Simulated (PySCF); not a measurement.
# CNTl (Tl(NC)): the cost of one run

Program: PySCF 2.14.0. Level of theory: PBE, Tl def2-SVP with ECP60, N def2-SVP, C def2-SVP; scalar-relativistic core potentials, no spin–orbit coupling. These are calculated values, not measurements.

### Step 1. The starting structure

3 atoms, charge 0, spin multiplicity 1.

Bond lengths: Tl1–N2 2.303 Å, N2–C3 1.195 Å. Angles: Tl1–N2–C3 180.0°.

Geometry (Å):

| atom | x (Å) | y (Å) | z (Å) |
| --- | --- | --- | --- |
| Tl1 | 0.0000 | 0.0000 | -0.2410 |
| N2 | 0.0000 | 0.0000 | 2.0618 |
| C3 | 0.0000 | 0.0000 | 3.2565 |

Formal oxidation states: Tl +1. An earlier session relaxed this geometry at PBE, Tl def2-SVP with ECP60, N def2-SVP, C def2-SVP (singlet, point group C∞v).

Its energy there is -265.215661 Eh.

### Step 2. Multiplicity 3 at the relaxed geometry

Contents of run.py (the lines that set the calculation):

```python
mol = gto.M(atom='''
Tl     0.00000     0.00000    -0.24103
N      0.00000     0.00000     2.06178
C      0.00000     0.00000     3.25653''',
    basis={'Tl': 'def2-SVP', 'N': 'def2-SVP', 'C': 'def2-SVP'},
    ecp={'Tl': 'def2-SVP'},
    charge=0, spin=2)
mf = dft.UKS(mol, xc='PBE')
mf.grids.atom_grid = (50, 194)
mf = mf.density_fit()  # fitting sets: Tl def2-universal-JKFIT, N def2-universal-JKFIT, C def2-universal-JKFIT
mf.conv_tol = 1e-08; mf.max_cycle = 55
mf.kernel(dm0)  # dm0: free metal ions and neutral atoms
```

Run with:

```console
> OMP_NUM_THREADS=2 python run.py
```

**Question.** How long does this run take on 2 threads of AMD EPYC (Zen 3), shared host?

About 23 s.
